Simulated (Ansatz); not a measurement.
**CH₆ClNSi: one species, many methods**

An exercise on one series of results from a longer session: the logs are not shown, and one member is left open.

Method: functionals in def2-TZVPP, the program's frozen cores in correlated methods; program: Ansatz 0.2.0, Gaussian basis.

Levels to be run: LDA (SPW92), PBE-D4, revPBE-D4, BLYP-D4, r2SCAN-D4, B97M-V, PBE0-D4, B3LYP-D4, r2SCANh-D4, r2SCAN0-D4, HSE06-D4, BHLYP-D4, CAM-B3LYP-D4, LC-ωPBE, ωB97X-V, ωB97M-V, B2PLYP, PBE-QIDH; CCSD(T)/def2-SVP; CCSD(T)/def2-TZVPP; MP2/def2-QZVPP; extrapolation to the limit; RPA on PBE.

### The relaxed structure

An earlier PBE0-D4 in a triple-zeta def2 set relaxation fixed the geometry.

SMILES `NC[SiH2]Cl`, 10 atoms, charge 0, spin multiplicity 1.

Atoms are counted from 1 here; the program's logs count them from 0.

Bond lengths: N1–C2 1.455 Å, N1–H5 1.012 Å, N1–H6 1.012 Å, C2–Si3 1.871 Å, C2–H7 1.102 Å, C2–H8 1.098 Å, Si3–Cl4 2.066 Å, Si3–H9 1.484 Å, Si3–H10 1.481 Å. Angles: C2–N1–H5 111.3°, C2–N1–H6 110.8°, H5–N1–H6 107.4°, N1–C2–Si3 110.5°, N1–C2–H7 115.4°, N1–C2–H8 109.2°, Si3–C2–H7 109.0°, Si3–C2–H8 105.9°, H7–C2–H8 106.4°, C2–Si3–Cl4 108.2°, C2–Si3–H9 110.8°, C2–Si3–H10 112.0°, Cl4–Si3–H9 107.6°, Cl4–Si3–H10 107.3°, H9–Si3–H10 110.7°.

The first run:

in.yaml

```yaml
crystal:
  periodic: [false, false, false]
  atoms:
    - {symbol: N, position_ang: [-1.432290, 0.416440, 0.172709]}
    - {symbol: C, position_ang: [-0.322037, 0.005402, -0.672303]}
    - {symbol: Si, position_ang: [1.110816, -0.588157, 0.373477]}
    - {symbol: Cl, position_ang: [1.661542, 0.945036, 1.644409]}
    - {symbol: H, position_ang: [-2.215316, 0.740304, -0.380219]}
    - {symbol: H, position_ang: [-1.157599, 1.176819, 0.781821]}
    - {symbol: H, position_ang: [0.041219, 0.768211, -1.379875]}
    - {symbol: H, position_ang: [-0.628743, -0.856965, -1.277935]}
    - {symbol: H, position_ang: [2.284698, -0.910257, -0.475290]}
    - {symbol: H, position_ang: [0.740810, -1.748034, 1.216207]}
basis:
  gaussian: {orbitals: def2-TZVPP}
hamiltonian: {xc: lda}
output: {orbitals: {seedname: orbitals}}
```

Command:

```
ansatz run in.yaml --threads 2 --pin off --events-out ev --progress --plain --max-ram 4352MiB
```

Among the steps run: LDA; PBE-D4 (GGA); revPBE-D4 (GGA); BLYP-D4 (GGA); r2SCAN-D4 (meta-GGA); B97M-V (meta-GGA); B3LYP-D4 (hybrid); r2SCANh-D4 (hybrid); r2SCAN0-D4 (hybrid); HSE06-D4 (hybrid); BHLYP-D4 (hybrid); CAM-B3LYP-D4 (range-separated); LC-ωPBE (range-separated); ωB97X-V (range-separated); ωB97M-V (range-separated); B2PLYP (double hybrid); PBE-QIDH (double hybrid).

One table of the session follows, with a row left open; its other results are not shown here.

It belongs to the step «Frontier levels by functional». 

| functional | HOMO (eV) | gap (eV) |
| --- | --- | --- |
| LDA (SPW92) | -5.75 | 4.90 |
| PBE-D4 | -5.64 | 5.05 |
| revPBE-D4 | -5.59 | 5.12 |
| BLYP-D4 | -5.54 | 5.07 |
| r2SCAN-D4 | -5.95 | 5.80 |
| B97M-V | -6.14 | 5.82 |
| PBE0-D4 | -7.13 | 7.43 |
| B3LYP-D4 | -6.89 | 6.96 |
| r2SCANh-D4 | -6.51 | 6.65 |
| r2SCAN0-D4 | -7.34 | 7.92 |
| HSE06-D4 | -6.72 | 6.65 |
| BHLYP-D4 | ? | ? |
| CAM-B3LYP-D4 | -8.58 | 9.88 |
| LC-ωPBE | -9.97 | 12.49 |
| ωB97X-V | -9.62 | 11.98 |
| ωB97M-V | -9.53 | 11.57 |

Q: Estimate the row for BHLYP-D4 from the others.

Worked estimate for «HOMO (eV)». Against the share of exact exchange, BLYP-D4 (0, -5.54), B3LYP-D4 (0.2, -6.89) give a slope of -6.75 per unit share; at 0.5 the line stands at -8.91.

As computed: HOMO (eV): -8.55; gap (eV): 9.73. In «HOMO (eV)» the line misses by -0.36.
